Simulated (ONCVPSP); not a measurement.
# Pseudopotential generation for carbon: ONCV, PBE

Task: generate the file, and judge it by its errors in other configurations, its logarithmic derivatives, its ghosts and its cutoff.

Program: ONCVPSP 4.0.1.1 (patched build). Reference atom: PBE, scalar-relativistic, spherical and spin-unpolarised. All values are calculated.

### 1 The atom and the settings

Typed settings, in words:

- element: carbon (C, Z = 6)
- type: optimised norm-conserving Vanderbilt (ONCV)
- frozen core: none
- valence charge: 6
- reference configuration: 1s2 2s2 2p1.75 (charge +0.25)
- partial waves: 1s+2s: rc 0.60 bohr, ncon 4, nbas 7, qcut 16.9 1/bohr, 2 projectors; 2p: rc 2.50 bohr, ncon 3, nbas 7, qcut 6.1 1/bohr, 3 projectors, debl 0.7 Ha
- local potential: polynomial inside 0.40 bohr (lpopt 3, dvloc0 -1 Ha)
- core correction: not asked for

### 2 Generation

C.dat

```
# ATOM AND REFERENCE CONFIGURATION
# atsym  z   nc   nv     iexc    psfile
  C 6.00    0    3        4      upf
#
#   n    l    f
    1    0    2.00
    2    0    2.00
    2    1    1.75
#
# PSEUDOPOTENTIAL AND OPTIMIZATION
# lmax
    1
#
#   l,   rc,      ep,       ncon, nbas, qcut
    0    0.60    0.00    4    7   16.90
    1    2.50    0.00    3    7    6.10
#
# LOCAL POTENTIAL
# lloc, lpopt,  rc(5),   dvloc0
    4    3    0.40   -1.00
#
# VANDERBILT-KLEINMAN-BYLANDER PROJECTORs
# l, nproj, debl
    0    2    1.80
    1    3    0.70
#
# MODEL CORE CHARGE
# icmod, fcfact, rcfact
    0    0.00    0.00
#
# LOG DERIVATIVE ANALYSIS
# epsh1, epsh2, depsh
  -12.00    5.00    0.04
#
# OUTPUT GRID
# rlmax, drl
    6.00    0.01
#
# TEST CONFIGURATIONS
# ncnf
    4
# nvcnf
#   n    l    f
    3
    1    0    2.00
    2    0    2.00
    2    1    2.00
#
    3
    1    0    2.00
    2    0    2.00
    2    1    1.00
#
    3
    1    0    2.00
    2    0    2.00
    2    1    0.00
#
    3
    1    0    2.00
    2    0    1.00
    2    1    0.00
#
```

Started as:

```console
$ oncvpsp.x < C.dat > C.out
```

**Question.** What will these runs give? Wanted: cutoffs for 1 and 0.1 mHa per electron, occupied waves; bound ghosts; GHOST(+) flags; largest test error; largest phase difference near zero energy, channels read.

As calculated:

| quantity | value |
| --- | --- |
| cutoffs for 1 and 0.1 mHa per electron, occupied waves | 141 Ha and 328 Ha |
| bound ghosts | none found |
| GHOST(+) flags | none at low energy |
| largest test error (AE − PS) | +1023 meV, for 1s2 2s1 2p0 |
| largest phase difference near zero energy, channels read | 0.000 rad |

In words: By total energies transferability is poor: the largest error is 1023 meV on 81.6 eV, for 1s2 2s1 2p0. That test lies far up in energy; among those under 40 eV, nearer to bonding, the largest error is 509 meV. The potential is very hard: the looser tolerance needs 141 Ha. The program's ghost test flags no bound state. Near zero energy the phases of the channels with partial waves agree within 0.001 rad.
